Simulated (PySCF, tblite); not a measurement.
**C₆H₁₂OSi: geometry, infrared bands and NMR shifts**

Aim: predict the infrared bands and NMR shifts of C₆H₁₂OSi (`CCC1=C[SiH2]CCO1`).

Programs: tblite 0.8.0 and PySCF 2.14.0, with density-fitted response routines of our own. Each step states its level of theory. These are calculated values for one molecule in the gas phase, unless marked as measured. Atoms are numbered from 0 throughout.

## Step 1: The starting structure

20 atoms, charge 0, multiplicity 1; geometry from: force field or distance geometry start.

Bonds of the start (Å): C0–C1 1.53, C1–C2 1.50, C2–C3 1.34, C3–Si4 1.84, Si4–C5 1.88, C5–C6 1.54, C6–O7 1.44, O7–C2 1.39, C0–H8 1.09, C0–H9 1.10, C0–H10 1.10, C1–H11 1.08, C1–H12 1.10, C3–H13 1.09, Si4–H14 1.48, Si4–H15 1.48, C5–H16 1.09, C5–H17 1.09, C6–H18 1.09, C6–H19 1.11.

## Step 2: Relaxing the molecule with GFN2-xTB

The job: settings as JSON, then the geometry in Å.

```
{"job": {"kind": "relax", "xc": "GFN2-xTB", "basis": "xTB"}, "charge": 0, "multiplicity": 1}
C      2.819300     0.509300     0.287900
C      1.988800    -0.451500    -0.564400
C      0.523000    -0.313100    -0.299800
C     -0.199900    -1.264400     0.303300
Si    -2.021500    -1.178000     0.540800
C     -2.405300     0.444000    -0.334700
C     -1.199100     1.380600    -0.179400
O     -0.010300     0.870700    -0.804400
H      3.883700     0.373100     0.091700
H      2.552100     1.551600     0.065800
H      2.637900     0.343400     1.356200
H      2.193400    -0.282100    -1.615900
H      2.319800    -1.478200    -0.331300
H      0.270200    -2.180500     0.673300
H     -2.354300    -1.081600     1.979700
H     -2.725100    -2.320000    -0.086000
H     -2.571900     0.246000    -1.391700
H     -3.304100     0.896700     0.084200
H     -1.427900     2.334000    -0.659800
H     -0.973800     1.610500     0.881400
```

Command:

```sh
> OMP_NUM_THREADS=1 python probes_run.py task.json out
```

The driver reads the jobs from task.json and runs them one after another.

**Question.** This job is followed by: GFN2-xTB harmonic vibrations, gas phase; GIAO PBE0/pcSseg-1 NMR shielding, non-relativistic, gas phase. Predict these results of the whole session: strongest single infrared mode (GFN2-xTB); zero-point energy (GFN2-xTB); ¹³C shifts against TMS (PBE0/pcSseg-1); ¹H shifts against TMS (PBE0/pcSseg-1, means over atoms taken as alike); ²⁹Si shifts against TMS (PBE0/pcSseg-1); ¹⁷O shifts against H2O (PBE0/pcSseg-1).

As calculated:

| quantity | value |
| --- | --- |
| strongest single infrared mode (GFN2-xTB) | 2200 cm⁻¹, 400 km/mol |
| zero-point energy (GFN2-xTB) | 102.4 kcal/mol |
| ¹³C shifts against TMS (PBE0/pcSseg-1) | 184.7, 84.1, 68.7, 38.4, 17.5, 7.6 ppm |
| ¹H shifts against TMS (PBE0/pcSseg-1, means over atoms taken as alike) | 4.41, 4.37, 4.37, 2.11, 1.16, 0.88 ppm |
| ²⁹Si shifts against TMS (PBE0/pcSseg-1) | -68.0 ppm |
| ¹⁷O shifts against H2O (PBE0/pcSseg-1) | 146.2 ppm |

**Reading.** The optimisation took 97 steps and gained 0.154 eV; among the close pairs (by a distance rule), C2–O7 changed most, from 1.393 to 1.356 Å. All 54 modes are real, so the xTB geometry is a minimum. The strongest single mode, at 2200 cm⁻¹, moves mainly H14. Unscaled tight-binding wavenumbers are off by several per cent, some by more. Its intensities can rank the bands wrongly. C2 (alkene carbon bearing oxygen) lies farthest downfield among carbon, at 184.7 ppm; an sp2 carbon further deshielded by the attached heteroatom.
